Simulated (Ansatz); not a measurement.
**BBrHS radical: small, medium and large basis sets**

The task here is to estimate one member of a computed series from the others.

Computed with Ansatz 0.2.0, Gaussian basis. Level: one geometry, several basis sets.

Levels to be run: PBE0-D4/def2-SVP; ωB97M-V/def2-SVP; PBE0-D4/def2-QZVPP; ωB97M-V/def2-QZVPP; the functionals' def2-TZVPP values are taken from earlier runs.

## Structure used throughout

An earlier PBE0-D4 in a triple-zeta def2 set relaxation fixed the geometry.

SMILES `S[B]Br`, 4 atoms, charge 0, spin multiplicity 2.

Atoms are counted from 1 here; the program's logs count them from 0.

Bond lengths: S1–B2 1.761 Å, S1–H4 1.345 Å, B2–Br3 1.882 Å. Angles: B2–S1–H4 96.6°, S1–B2–Br3 124.8°.

The first run:

File in.yaml:

```yaml
crystal:
  periodic: [false, false, false]
  atoms:
    - {symbol: S, position_ang: [-0.701965, 0.264579, -0.808531]}
    - {symbol: B, position_ang: [0.466202, -0.103028, 0.457203]}
    - {symbol: Br, position_ang: [0.566601, -1.738567, 1.383479]}
    - {symbol: H, position_ang: [-0.275337, 1.516817, -1.052450]}
basis:
  gaussian: {orbitals: def2-SVP}
magnetization: {spin_polarized: true, initial_magnetization: 1}
hamiltonian: {xc: pbe0, dispersion: d4}
output: {orbitals: {seedname: orbitals}}
```

Among the steps run: PBE0-D4 in def2-SVP; ωB97M-V in def2-SVP; PBE0-D4 in def2-QZVPP; ωB97M-V in def2-QZVPP.

One table of the session follows, with a row left open; its other results are not shown here.

It belongs to the step «Functionals by basis». 

| functional | basis | HOMO (eV) | LUMO (eV) |
| --- | --- | --- | --- |
| PBE0-D4 | def2-SVP | -6.01 | -1.73 |
| PBE0-D4 | def2-TZVPP | ? | ? |
| PBE0-D4 | def2-QZVPP | -6.12 | -1.98 |
| ωB97M-V | def2-SVP | -7.79 | -0.09 |
| ωB97M-V | def2-TZVPP | -7.93 | -0.45 |
| ωB97M-V | def2-QZVPP | -7.95 | -0.49 |

Q: Estimate the row for PBE0-D4, def2-TZVPP from the others.

The run gave: HOMO (eV): -6.11; LUMO (eV): -1.95. In the column «HOMO (eV)» it lies between PBE0-D4, def2-QZVPP (-6.12) and PBE0-D4, def2-SVP (-6.01).
